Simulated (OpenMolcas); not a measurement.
**Nd²⁺ among point charges: CASSCF levels and susceptibility**

Aim: the splitting of the states of Nd²⁺ in the field of 6 point charges, its lowest levels with spin-orbit coupling and its magnetic susceptibility.

Program: OpenMolcas 26.06. Level of theory: state-averaged CASSCF, spin-orbit coupling by RASSI with atomic mean-field integrals. These are calculated values, not measurements, unless marked.

## (1) Starting point

```
Species                           : Nd²⁺ (neodymium, Z = 60, 58 electrons)
Basis                             : ANO-RCC-VDZP [7s6p4d2f1g], 68 functions
Scalar Hamiltonian                : DKH2, point nucleus
Inactive shells                   : 1s 2s 2p 3s 3p 3d 4s 4p 4d 5s 5p
Active space                      : 4 electrons in 7 orbitals (4f)
Some configurations of this space : 4f⁴
Orbitals                          : optimised for the highest spin of each parity, averaged over all roots
```

Outer shells as boxes (Hund's rule):

4f4
```
4f [↑ ][↑ ][↑ ][↑ ][  ][  ][  ]
```

The ion sits among 6 point charges of -1 e arranged as an octahedron (Oh), 2.48 Å from the ion.

Each step is its own input file, run in one work folder so that later steps find the files of earlier ones. Labels, J, g values, rates, χT and fits are worked out afterwards by a script from the matrices that RASSI stores. The input lists half of the charges; inversion (Group=XYZ) makes the rest.

## (2) GATEWAY and SEWARD: basis and integrals

The input, a.inp:

```
&GATEWAY
Coord
1

Nd 0.0 0.0 0.0
Basis=ANO-RCC-VDZP
Group=XYZ
NoMove
AngMom=0.0 0.0 0.0
AMFI
XField
3 Angstrom 0
2.480000 0.000000 0.000000 -1.000000
0.000000 2.480000 0.000000 -1.000000
0.000000 0.000000 2.480000 -1.000000
&SEWARD
```

Command:

```
$ OMP_NUM_THREADS=1 MOLCAS_MEM=2252 MOLCAS_PROJECT=a pymolcas a.inp > a.log
```

## (3) CASSCF: quintets of even parity, 35 roots

The input, a.inp:

```
&RASSCF
FileOrb=start.orb
Symmetry=1
Spin=5
nActEl=4 0 0
Inactive=15 12
Ras2=0 7
CIRoot=35 35 1
SDav=35
CIMx=300
Iter=120 100
PrWF=0.3
OrbListing=Nothing
MaxOrb=0
>>> COPY $Project.JobIph JOB001
```

start.orb holds the contracted functions of the basis, ordered by shell, or the orbitals of the step before.

## (4) CASSCF: triplets of even parity, 162 roots

The input, a.inp:

```
&RASSCF
FileOrb=start.orb
Symmetry=1
Spin=3
nActEl=4 0 0
Inactive=15 12
Ras2=0 7
CIRoot=162 162 1
SDav=210
CIMx=300
Iter=120 100
PrWF=0.3
OrbListing=Nothing
MaxOrb=0
CIOnly
>>> COPY $Project.JobIph JOB002
```

## (5) Reference wave functions, singlets of even parity, 162 roots

The input, a.inp:

```
&RASSCF
FileOrb=start.orb
Symmetry=1
Spin=1
nActEl=4 0 0
Inactive=15 12
Ras2=0 7
CIRoot=162 162 1
SDav=196
CIMx=300
Iter=120 100
PrWF=0.3
OrbListing=Nothing
MaxOrb=0
CIOnly
>>> COPY $Project.JobIph JOB003
```

## (6) State interaction with spin-orbit coupling

The input, a.inp:

```
&RASSI
NrOfJobIphs=3 32 106 31
1 2 3 4 5 6 7 8 9 10 11 12 13 14 15 16 17 18 19 20 21 22 23 24 25 26 27
28 29 30 31 32
1 2 3 4 5 6 7 8 9 10 11 12 13 14 15 16 17 18 19 20 21 22 23 24 25 26 27
28 29 30 31 32 33 34 35 36 37 38 39 40 41 42 43 44 45 46 47 48 49 50 51
52 53 54 55 56 57 58 59 60 61 62 63 64 65 66 67 68 69 70 71 72 73 74 75
76 77 78 79 80 81 82 83 84 85 86 87 88 89 90 91 92 93 94 95 96 97 98 99
100 101 102 103 104 105 106
1 2 3 4 5 6 7 8 9 10 11 12 13 14 15 16 17 18 19 20 21 22 23 24 25 26 27
28 29 30 31
IphNames
JOB001
JOB002
JOB003
EJob
SpinOrbit
DIPRint=1.0
SOCoupling=1000.0
Subsets=2
Property=9
'ANGMOM' 1 'ANGMOM' 2 'ANGMOM' 3 'MLTPL  1' 1 'MLTPL  1' 2 'MLTPL  1' 3
'AMFI' 1 'AMFI' 2 'AMFI' 3
SOProperty=3
'ANGMOM' 1 'ANGMOM' 2 'ANGMOM' 3
```

**Question.** What will these runs give? Wanted: spin-free ground state; first state of the same spin within the active space; lowest level; next level.

**Answer**, as computed:

| quantity | value |
| --- | --- |
| method | CASSCF |
| spin-free ground state | 5A1, 1-fold in its orbital part |
| first state of the same spin within the active space | 5T1 at 38.2 cm⁻¹ |
| lowest level | 3-fold T2 |
| next level | 142.1 cm⁻¹ |
| χT at 300 K | 1.02 cm³ K/mol |
| effective moment at 300 K | 2.85 μB |

The spin-free ground state (5A1) comes to 100 % from free-ion I terms and keeps the highest spin of the shell. The triplets, singlets rest on orbitals optimised for another spin in at least one step, which raises them against the optimised states. Not all states of the active space went into the spin-orbit step. High states of lower spin are left out of the spin-orbit mixing, and CASSCF puts spin-flip levels too high. This is an electrostatic model: the charges have no orbitals.
